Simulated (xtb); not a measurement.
**GFN2-xTB run of C7H5ClO2 (3-chlorobenzoic acid)**

Wanted: a geometry optimisation of C7H5ClO2 (3-chlorobenzoic acid). 

The calculation is run with xtb 6.7.1 later snapshot.

2 further runs of the same task are left out: 2 that didn't finish.

### 1 The structure to begin with

C7H5ClO2: 15 atoms, total charge 0, spin state singlet. As SMILES, `O=C(O)c1cccc(Cl)c1`. The coordinates come from a GFN2-xTB relaxation. This is one conformer, not always the lowest. The run starts from this shape.

Bond lengths: O1–C2 1.205 Å, C2–O3 1.341 Å, C2–C4 1.483 Å, C4–C5 1.392 Å, C5–C6 1.383 Å, C6–C7 1.385 Å, C7–C8 1.388 Å, C8–Cl9 1.727 Å, C4–C10 1.392 Å, C8–C10 1.383 Å, O3–H11 0.970 Å, C5–H12 1.078 Å, C6–H13 1.079 Å, C7–H14 1.079 Å, C10–H15 1.079 Å. Some angles: O1–C2–O3 122.1°, O1–C2–C4 124.6°, O3–C2–C4 113.3°, C2–C4–C5 121.7°, C2–C4–C10 118.0°, C5–C4–C10 120.3°, C4–C5–C6 119.6°, C5–C6–C7 120.6°, C6–C7–C8 119.5°, C7–C8–Cl9 119.6°.

### 2 A structure relaxation at GFN2-xTB

Input file struc.tmol:

```
$coord
      4.283555590257     -3.372594214620      1.304062204082  o
      3.035523765770     -2.539224993660     -0.407538336037  c
      3.469707240164     -3.171243896041     -2.822872884966  o
      0.902287532725     -0.749351997459     -0.095487861077  c
     -0.448809954599      0.164217200230     -2.159749090574  c
     -2.423706035661      1.831730429861     -1.773054433691  c
     -3.066005048160      2.595047503381      0.646758766153  c
     -1.710258834570      1.673125716221      2.693804590654  c
     -2.507912231775      2.621749333522      5.712471999392  cl
      0.271856000289      0.006708527742      2.344885559003  c
      4.877987840019     -4.341078853490     -2.908704245546  h
      0.058921660566     -0.437188138932     -4.038854954379  h
     -3.479514918751      2.545971315925     -3.365337666301  h
     -4.607038908270      3.894725542854      0.951042466740  h
      1.343406301996     -0.722593475534      3.918592783808  h
$end
```

On the command line:

```console
$ xtb struc.tmol -c 0 -o vtight --gfn 2 > xtb.out 2> xtb.err
```

Q: Predict the results. Wanted: total energy at the end; dipole moment; HOMO energy; LUMO energy; HOMO–LUMO gap; dispersion energy; mean polarisability.

Answer, from the run:

At GFN2-xTB:

| quantity | value |
| --- | --- |
| total energy at the end | -30.22365 Eh |
| dipole moment | 3.14 D |
| HOMO energy | -11.18 eV |
| LUMO energy | -7.86 eV |
| HOMO–LUMO gap | 3.32 eV |
| dispersion energy | -35.62 kJ/mol |
| mean polarisability (D4 model) | 98.0 bohr³ |

What this shows: At the final geometry: Bond lengths: O1–C2 1.205 Å, C2–O3 1.341 Å, C2–C4 1.483 Å, C4–C5 1.392 Å, C5–C6 1.383 Å, C6–C7 1.385 Å, C7–C8 1.388 Å, C8–Cl9 1.727 Å, C4–C10 1.393 Å, C8–C10 1.383 Å, O3–H11 0.970 Å, C5–H12 1.078 Å, C6–H13 1.079 Å, C7–H14 1.079 Å, C10–H15 1.079 Å. Some angles: O1–C2–O3 122.1°, O1–C2–C4 124.6°, O3–C2–C4 113.3°, C2–C4–C5 121.8°, C2–C4–C10 118.0°, C5–C4–C10 120.3°, C4–C5–C6 119.6°, C5–C6–C7 120.6°, C6–C7–C8 119.5°, C7–C8–Cl9 119.5°. The optimisation took 8 steps and changed the energy by -0.000 eV.
